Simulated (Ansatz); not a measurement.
This script makes vertical spin-state energies of GeH6OSSi, SMILES [OH][GeH]([SiH3])[SH] with Ansatz's Python interface.

`geh6ossi.py`:
```python
"""Vertical spin-state energies of GeH6OSSi."""

import warnings

import ansatz as az

GEOMETRY = """
O    -0.95290    1.61800   -0.86490
Ge   -0.69020    0.50530    0.45180
Si    1.42340   -0.33730    0.23400
S    -2.07400   -1.14970    0.34440
H    -0.89280    1.11980   -1.72020
H    -0.82700    1.25130    1.81280
H     1.60980   -1.02790   -1.03970
H     1.75050   -1.27140    1.33420
H     2.43040    0.78090    0.35630
H    -1.69410   -1.54030   -0.90560
"""

warnings.simplefilter("ignore", az.DeckWarning)

geh6ossi = az.Crystal.molecule()
for line in GEOMETRY.strip().splitlines():
    symbol, *xyz = line.split()
    geh6ossi = geh6ossi.atom(symbol, [float(v) for v in xyz])

calc = (
    geh6ossi.calculation()
    .basis(gaussian="cc-pVDZ")
    .functional("R2SCAN0")
)
found = {}
for unpaired in [0, 2]:
    r = calc.spin("collinear", total=unpaired).run(threads=1).report
    s = unpaired / 2
    found[unpaired] = r["free_energy_ev"]
    print(f"2S+1 = {unpaired + 1}: E = {found[unpaired]:.5f} eV, <S^2> = {abs(r['mean_field']['state']['spin_squared']):.3f} (pure state {s * (s + 1):.2f})")
lowest = min(found, key=found.get)
for unpaired, e in found.items():
    print(f"multiplicity {unpaired + 1}: {(e - found[lowest]):.3f} eV above the lowest")
```

Which spin state is lowest at this geometry, and how far above lie the others?

In order: multiplicity 1 (+0.00 eV) and multiplicity 3 (+5.67 eV), all at the one geometry.

The run itself:

```console
$ python geh6ossi.py
2S+1 = 1: E = -77372.38625 eV, <S^2> = 0.000 (pure state 0.00)
2S+1 = 3: E = -77366.71885 eV, <S^2> = 2.010 (pure state 2.00)
multiplicity 1: 0.000 eV above the lowest
multiplicity 3: 5.667 eV above the lowest
```

Reading the output:
- Total energies depend on the basis set; only differences at equal settings carry meaning.
- The geometry is a force-field or estimated start, not a minimum of this method, and the basis set is short of its limit. All parts are taken at fixed geometry, without zero-point energy.
- It ran for 35 s on 1 thread of Intel(R) Xeon(R) Processor @ 2.30GHz, on a shared host, peak memory 0.54 GiB.
